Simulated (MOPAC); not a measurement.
# CH4BClSSi (SMILES SB1C[SiH]1Cl) at PM7- (COSMO toluene)

Aim: a geometry optimisation of CH4BClSSi. 

Program for the calculation: MOPAC 23.2.5.

6 further runs of the same task are left out: 2 that didn't finish, 4 set aside as unsound or not needed.

**1. The molecule**

CH4BClSSi: 9 atoms, total charge 0, spin state singlet. SMILES: `SB1C[SiH]1Cl`. All atoms were displaced at random from a relaxed shape. The run starts from this shape.

Bond lengths: S1–B2 1.696 Å, B2–C3 1.642 Å, B2–Si4 1.938 Å, C3–Si4 1.827 Å, Si4–Cl5 1.884 Å, S1–H6 1.421 Å, C3–H7 1.256 Å, C3–H8 1.182 Å, Si4–H9 1.606 Å. Some angles: S1–B2–C3 129.3°, S1–B2–Si4 149.5°, C3–B2–Si4 60.7°, B2–C3–Si4 67.7°, B2–Si4–C3 51.6°, B2–Si4–Cl5 128.6°, C3–Si4–Cl5 124.0°, B2–S1–H6 83.6°, B2–C3–H7 120.0°, B2–C3–H8 119.0°.

**2. A geometry optimisation at PM7- (COSMO toluene)**

The input, mol.sdf:

```

     RDKit          3D

  9  9  0  0  0  0  0  0  0  0999 V2000
    1.5300    0.9971   -1.7406 S   0  0  0  0  0  0  0  0  0  0  0  0
    0.2430    0.3080   -0.8770 B   0  0  0  0  0  0  0  0  0  0  0  0
    0.2423   -0.9863    0.1331 C   0  0  0  0  0  0  0  0  0  0  0  0
   -0.9213    0.3152    0.6720 Si  0  0  1  0  0  4  0  0  0  0  0  0
   -0.7410    1.2913    2.2735 Cl  0  0  0  0  0  0  0  0  0  0  0  0
    0.8275    2.2104   -1.5064 H   0  0  0  0  0  0  0  0  0  0  0  0
    0.0759   -2.1429   -0.3272 H   0  0  0  0  0  0  0  0  0  0  0  0
    1.2446   -1.2810    0.6868 H   0  0  0  0  0  0  0  0  0  0  0  0
   -2.2738   -0.5475    0.5884 H   0  0  0  0  0  0  0  0  0  0  0  0
  2  1  2  0
  3  2  1  0
  4  3  1  0
  4  2  1  0
  5  4  1  0
  6  1  1  0
  7  3  1  0
  8  3  1  0
  4  9  1  6
M  CHG  2   1   1   2  -1
M  END
$$$$
```

The input, ch4bclssi.mop:

```
CYCLES=200 EPS=2.37 SINGLET GNORM=0.1 PM7- AUX(PRECISION=6) THREADS=1


S   1.53000 1  0.99710 1 -1.74060 1
B   0.24300 1  0.30800 1 -0.87700 1
C   0.24230 1 -0.98630 1  0.13310 1
Si -0.92130 1  0.31520 1  0.67200 1
Cl -0.74100 1  1.29130 1  2.27350 1
H   0.82750 1  2.21040 1 -1.50640 1
H   0.07590 1 -2.14290 1 -0.32720 1
H   1.24460 1 -1.28100 1  0.68680 1
H  -2.27380 1 -0.54750 1  0.58840 1
```

Run with:

```console
obabel mol.sdf -omop -xk "CYCLES=200 EPS=2.37 SINGLET GNORM=0.1 PM7- AUX(PRECISION=6) THREADS=1" -O ch4bclssi.mop
mopac ch4bclssi.mop
```

**Question.** What will come out? Wanted: dipole moment; HOMO energy; LUMO energy; HOMO–LUMO gap; heat of formation.

Answer, from the run:

Level: PM7- (COSMO toluene).

| quantity | value |
| --- | --- |
| dipole moment | 2.47 D |
| HOMO energy | -9.55 eV |
| LUMO energy | -1.78 eV |
| HOMO–LUMO gap | 7.76 eV |
| heat of formation | -42.6 kcal/mol |

In words: At the final geometry: Bond lengths: S1–B2 1.711 Å, B2–C3 1.571 Å, B2–Si4 2.000 Å, C3–Si4 1.831 Å, Si4–Cl5 2.011 Å, S1–H6 1.343 Å, C3–H7 1.111 Å, C3–H8 1.113 Å, Si4–H9 1.449 Å. Some angles: S1–B2–C3 146.6°, S1–B2–Si4 153.1°, C3–B2–Si4 60.3°, B2–C3–Si4 71.5°, B2–Si4–C3 48.2°, B2–Si4–Cl5 119.3°, C3–Si4–Cl5 118.4°, B2–S1–H6 107.0°, B2–C3–H7 119.2°, B2–C3–H8 119.2°. The optimisation took 41 steps and changed the energy by -1.725 eV.
